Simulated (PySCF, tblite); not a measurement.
**C6H10N radical: geometry, infrared bands and EPR parameters**

Wanted: the infrared bands and EPR parameters of C6H10N radical (`C=CN[C]1CCC1`), by calculation.

Computed with tblite 0.8.0 and PySCF 2.14.0, with density-fitted response routines of our own, on a single molecule in the gas phase. Atoms are numbered from 0 throughout.

## (1) The molecule as given

17 atoms, charge 0, multiplicity 2; geometry from: force field or distance geometry start.

Bonds of the start (Å): C0–C1 1.35, C1–N2 1.40, N2–C3 1.44, C3–C4 1.51, C4–C5 1.53, C5–C6 1.54, C6–C3 1.50, C0–H7 1.09, C0–H8 1.08, C1–H9 1.10, N2–H10 1.06, C4–H11 1.09, C4–H12 1.11, C5–H13 1.10, C5–H14 1.09, C6–H15 1.12, C6–H16 1.10.

## (2) Geometry optimisation with GFN2-xTB

What the job is given:

```
{"job": {"kind": "relax", "xc": "GFN2-xTB", "basis": "xTB"}, "charge": 0, "multiplicity": 2}
C      2.496500    -0.222900     0.818300
C      1.812200    -0.636800    -0.264900
N      0.990700     0.241900    -0.987500
C     -0.444800     0.284500    -0.927300
C     -1.148000    -0.902000    -0.304300
C     -2.075000     0.113100     0.363900
C     -1.074200     1.236100     0.041200
H      3.136400    -0.900000     1.387800
H      2.435200     0.796600     1.178700
H      1.936900    -1.697800    -0.535800
H      1.451200     0.931400    -1.641900
H     -0.610500    -1.501000     0.436900
H     -1.777000    -1.474500    -1.022800
H     -2.124600    -0.093800     1.442100
H     -3.059900     0.234400    -0.098700
H     -1.545700     2.107900    -0.472600
H     -0.406600     1.494900     0.875900
```

Started as:

```sh
$ OMP_NUM_THREADS=1 python probes_run.py task.json out
```

This one command runs all jobs of the session in turn.

**Question.** This job is followed by: GFN2-xTB harmonic vibrations, gas phase; UKS B3LYP, pcH-1 on C H N, non-relativistic, mean-field spin-orbit, GIAO. What will the session give for the following? strongest single infrared mode (GFN2-xTB); zero-point energy (GFN2-xTB); g(iso) (B3LYP); ⟨S²⟩; largest a(iso) (averaged by class); potential on the surface of density 0.002 e/bohr³, 1st and 99th percentile.

The runs gave:

| quantity | value |
| --- | --- |
| strongest single infrared mode (GFN2-xTB) | 1669 cm⁻¹, 161 km/mol |
| zero-point energy (GFN2-xTB) | 90.3 kcal/mol |
| g(iso) (B3LYP) | 2.00268 |
| ⟨S²⟩ | 0.760 (exact 0.75) |
| largest a(iso) (averaged by class) | 13C on C3, 135.5 MHz |
| potential on the surface of density 0.002 e/bohr³, 1st and 99th percentile | -0.94 V and 1.84 V |

**Reading.** Over 105 steps the energy fell by 1.322 eV; of the close pairs, N2–C3 changed most, 1.437 to 1.365 Å. All 45 modes are real, so the xTB geometry is a minimum. The strongest single mode, at 1669 cm⁻¹, is carried by C1, C0, N2. Unscaled tight-binding wavenumbers are off by several per cent, some by more. Its intensities can rank the bands wrongly. The largest share of the spin, 0.73 e, sits on C3. The isotropic g lies 0.4 ppt above the free-electron value. The conformer search found further structures of the same energy, which may be mirror or relabelled copies of this one.
